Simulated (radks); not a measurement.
# Pt²⁻ held by a Watson sphere

An exercise on one series of results from a longer session: the logs are not shown, and one member is left open.

Method: scalar-relativistic Kohn-Sham, PBE, spin-polarised, spherical densities, finite nucleus. Code: radks (a radial shooting solver on a logarithmic mesh, Libxc functionals) version 1.

### Starting point

* element: platinum (Z = 78)
* charge: -2
* electrons: 80
* configuration: [Hg]
* nuclear rms radius: 5.427 fm

The outer shells:

Pt²⁻
```
[Xe] core
4f [↑↓][↑↓][↑↓][↑↓][↑↓][↑↓][↑↓]
5d [↑↓][↑↓][↑↓][↑↓][↑↓]
6s [↑↓]
```

Set-up of the first run:

Input:

```text
Z 78
configuration [Hg]
relativity scalar-relativistic
functional pbe,pbe
spin polarised
nucleus finite rms 5.427 fm
c 137.035999084
watson charge 2 radius 3.28 bohr
response adiabatic LDA kernel
```

Started as:

```
$ python run_ks.py task.json out
```

The same process makes all the runs of this session.

Among the steps run: R = 3.28 bohr; R = 3.45 bohr; R = 4.01 bohr; R = 4.57 bohr; R = 4.67 bohr; R = 4.76 bohr; R = 5.59 bohr; R = 5.66 bohr.

One of the session's tables, all rows but one given; the rest of the session is left out.

| R (bohr) | highest level (eV) | its <r> (bohr) | sum of <r²> (bohr²) | α (bohr³) |
| --- | --- | --- | --- | --- |
| 3.28 | -4.943 | 1.852 | 84.65 | 66.59 |
| 3.45 | -4.651 | 1.864 | 86.25 | 72.29 |
| 4.01 | -3.799 | 1.894 | 91.42 | 94.67 |
| 4.57 | -3.096 | 1.918 | 96.48 | 123.8 |
| 4.67 | -2.984 | 1.921 | 97.38 | 129.9 |
| 4.76 | ? | ? | ? | ? |
| 5.59 | -2.121 | 1.951 | 105.9 | 203.7 |
| 5.66 | -2.066 | 1.954 | 106.5 | 211.0 |

**Question.** Estimate the row for R (bohr) = 4.76.

Worked estimate for «highest level (eV)». A straight line through the neighbours (4.67, -2.984) and (5.59, -2.121) gives -2.984 + (-2.121 + 2.984) × (4.76 − 4.67) / (5.59 − 4.67) = -2.900; a parabola fitted to 4 rows on both sides gives -2.887.

As computed: highest level (eV): -2.886; its <r> (bohr): 1.925; sum of <r²> (bohr²): 98.20; α (bohr³): 135.7. In «highest level (eV)» the line misses by -0.014 and the parabola by -0.001.

In words: From R = 3.28 to 5.66 bohr the top level moves from -4.943 to -2.066 eV and its mean radius from 1.85 to 1.95 bohr. A wider sphere makes a shallower well, so the ion swells.
